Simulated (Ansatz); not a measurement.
# BrClHOSi radical: one species, many methods

One table from this session's results is given with a row withheld; the runs are named, their logs left out.

Computed with Ansatz 0.2.0, Gaussian basis. Level: functionals in def2-TZVPP, the program's frozen cores in correlated methods.

The runs, in order: LDA (SPW92), PBE-D4, revPBE-D4, BLYP-D4, r2SCAN-D4, B97M-V, PBE0-D4, B3LYP-D4, r2SCANh-D4, r2SCAN0-D4, HSE06-D4, BHLYP-D4, CAM-B3LYP-D4, LC-ωPBE, ωB97X-V, ωB97M-V, B2PLYP, PBE-QIDH; CCSD(T)/def2-SVP; CCSD(T)/def2-TZVPP; MP2/def2-QZVPP; extrapolation to the limit; RPA on PBE.

### Structure used throughout

The geometry comes from an earlier relaxation with PBE0-D4 in a triple-zeta def2 set; it is a stationary point.

SMILES `O[Si](Cl)Br`, 5 atoms, charge 0, spin multiplicity 2.

Atoms are counted from 1 here; the program's logs count them from 0.

Bond lengths: O1–Si2 1.633 Å, O1–H5 0.961 Å, Si2–Cl3 2.062 Å, Si2–Br4 2.215 Å. Angles: Si2–O1–H5 117.4°, O1–Si2–Cl3 109.4°, O1–Si2–Br4 107.1°, Cl3–Si2–Br4 110.9°.

The first run:

The input, in.yaml:

```yaml
crystal:
  periodic: [false, false, false]
  atoms:
    - {symbol: O, position_ang: [0.582423, 0.855249, -0.667747]}
    - {symbol: Si, position_ang: [-0.211805, 0.137666, 0.565979]}
    - {symbol: Cl, position_ang: [-1.682516, -1.093308, -0.190381]}
    - {symbol: Br, position_ang: [1.283486, -1.027430, 1.711810]}
    - {symbol: H, position_ang: [0.078313, 1.054223, -1.461060]}
basis:
  gaussian: {orbitals: def2-TZVPP}
magnetization: {spin_polarized: true, initial_magnetization: 1}
hamiltonian: {xc: lda}
output: {orbitals: {seedname: orbitals}}
```

The run is started by

```
ansatz run in.yaml --threads 4 --pin off --events-out ev --progress --plain --max-ram 10444MiB
```

Among the steps run: LDA; PBE-D4 (GGA); revPBE-D4 (GGA); BLYP-D4 (GGA); r2SCAN-D4 (meta-GGA); B97M-V (meta-GGA); B3LYP-D4 (hybrid); r2SCANh-D4 (hybrid); r2SCAN0-D4 (hybrid); HSE06-D4 (hybrid); BHLYP-D4 (hybrid); CAM-B3LYP-D4 (range-separated); LC-ωPBE (range-separated); ωB97X-V (range-separated); ωB97M-V (range-separated); B2PLYP (double hybrid); PBE-QIDH (double hybrid).

One table of the session follows, with a row left open; its other results are not shown here.

It belongs to the step «Frontier levels by functional». 

| functional | HOMO (eV) | LUMO (eV) | gap (eV) |
| --- | --- | --- | --- |
| LDA (SPW92) | -5.45 | -4.33 | 1.12 |
| PBE-D4 | -5.43 | -3.88 | 1.55 |
| revPBE-D4 | -5.40 | -3.73 | 1.68 |
| BLYP-D4 | -5.24 | -3.92 | 1.32 |
| r2SCAN-D4 | -5.83 | -3.39 | 2.44 |
| B97M-V | -5.53 | -3.88 | 1.65 |
| PBE0-D4 | -6.65 | -3.00 | 3.64 |
| B3LYP-D4 | -6.37 | -3.41 | 2.96 |
| r2SCANh-D4 | -6.27 | -3.10 | 3.17 |
| r2SCAN0-D4 | -6.93 | -2.68 | 4.26 |
| HSE06-D4 | -6.25 | -3.38 | 2.87 |
| BHLYP-D4 | -7.69 | -2.23 | 5.46 |
| CAM-B3LYP-D4 | -7.87 | -2.14 | 5.73 |
| LC-ωPBE | ? | ? | ? |
| ωB97X-V | -8.77 | -1.26 | 7.51 |
| ωB97M-V | -8.39 | -1.41 | 6.98 |

Q: Estimate the row for LC-ωPBE from the others.

As computed: HOMO (eV): -9.26; LUMO (eV): -0.70; gap (eV): 8.56. In the column «HOMO (eV)» it is the lowest.
